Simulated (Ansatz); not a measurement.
Crystal: AgRh.

```
CELL_PARAMETERS angstrom
2.77759 0.00000 0.00000
-1.38879 2.40546 0.00000
0.00000 0.00000 4.80860
ATOMIC_POSITIONS crystal
Ag 0.00000 0.00000 0.50000
Rh 0.66667 0.33333 0.00000
```

The cell comes from a database or a generator and needn't be the stable form of this composition.

Base run:

- Program: Ansatz 0.2.0
- Functional: PBEsol
- Potentials or basis: all-electron LAPW, scalar-relativistic
- Cutoff: 263 eV (chosen from the basis error)
- Basis error allowed: 0.001 eV/atom
- k mesh: 11 × 11 × 6
- Occupations: fermi-dirac, width 0.05 eV
- Spin: no spin polarisation

Its results: pressure -10.6 GPa.

**Question.** The run is repeated on the same cell with these changes: potentials or basis from all-electron LAPW, scalar-relativistic to all-electron LAPW, non-relativistic. What comes out?

**Answer.** Pressure -2.5 GPa.

Caveats: relativity is left out, which matters for the heavier elements (some runs).
